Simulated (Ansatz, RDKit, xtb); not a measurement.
**Isomers of C4H9BO, a sample narrowed down**

A sample of isomers of C4H9BO is drawn. Aim: find which of them has the lowest free energy at 298.15 K, then its properties. The sample is small against all isomers, and the most stable one of this formula need not be in it.

The funnel: GFN2-xTB relaxations, single points with a density functional, relaxations at PBE-D3(BJ)/def2-SVP, harmonic vibrations (at GFN2-xTB), and a last energy at a higher level. All values are calculated.

**1. Drawing up candidates**

Isomers were taken from a list of plausible structures; this is a sample, not all of them. That gives 5 candidates.

| label | SMILES | spin |
| --- | --- | --- |
| c118 | B[C@@H]1CC[C@@H]1O | singlet |
| c414 | B[C@H]1C[C@H](O)C1 | singlet |
| c437 | B[C@@H]1CC[C@H]1O | singlet |
| c917 | BC1(O)CCC1 | singlet |
| c952 | B[C@H]1C[C@@H](O)C1 | singlet |

Candidates are built by distance geometry, with a force field where one applies, in up to four conformers (letters a to d).

Q: Predict the outcome of this search (final energies at CCSD(T)/def2-SVP + MP2/def2-TZVPP - MP2/def2-SVP).

| quantity | value |
| --- | --- |
| lowest structure found | O[C@@H]1BCCC1, singlet |
| next finalist | B[C@@H]1CC[C@H]1O, singlet, 21.7 kcal/mol higher in G |
| share at equilibrium, among the finalists | 100.0 % |

The search ends on `O[C@@H]1BCCC1`. Among the finalists first place is clear (21.7 kcal/mol); structures outside the list aren't covered. PBE-D3(BJ)/def2-SVP, HF/def2-SVP and MP2/def2-SVP already put its bonding pattern lowest among the structures in one piece. The search is not exhaustive (a finite list of starts, one conformer a finalist), so a lower isomer can't be ruled out. Only 5 drawn patterns were tried, so whole families of isomers are missing, and the result ranks this sample alone. The lowest isomer need not be the one that is made and kept in a bottle, which depends on barriers.
